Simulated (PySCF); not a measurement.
# BrCl2Ga2H3: the cost of one run

Programs: PySCF 2.14.0, with density-fitted response routines of our own. Each step states its level of theory. These are calculated values for one molecule in the gas phase, unless marked as measured. Atoms count from 0, in the outputs and in this text.

### 1 The molecule as given

8 atoms, charge 0, multiplicity 1; geometry from: PBE0-D3(BJ)/def2-SVP.

Bonds of the start (Å): Br0–Ga1 2.28, Ga1–Cl2 2.34, Cl2–Ga3 2.38, Ga3–Cl4 2.39, Cl4–Ga1 2.34, Ga1–H5 1.55, Ga3–H6 1.55, Ga3–H7 1.55.

### 2 Shielding tensors: PBE0/6-31G*

Job settings and geometry (Å):

```
{"job": {"kind": "nmr", "xc": "PBE0", "basis": "6-31G*", "pop": true}, "charge": 0, "multiplicity": 1}
Br     3.028380     0.780721     0.539934
Ga     1.453434    -0.699352    -0.189522
Cl    -0.213048    -0.775514     1.456594
Ga    -1.634229     0.593441     0.118838
Cl     0.030439     0.528209    -1.590653
H      1.725151    -2.115809    -0.751619
H     -1.560642     2.015879     0.731416
H     -2.771175    -0.345083    -0.365886
```

With the program's defaults for keys left out, this is: GIAO PBE0/6-31G* NMR shielding, non-relativistic, gas phase.

Command:

```console
$ OMP_NUM_THREADS=1 python probes_run.py task.json out
```

One launch serves the whole session: the jobs run in the order shown.

Q: Estimate the wall time and peak memory of this first job on 1 thread of Arm Neoverse N1, shared host.

About 41 s, with a peak of 0.93 GiB.
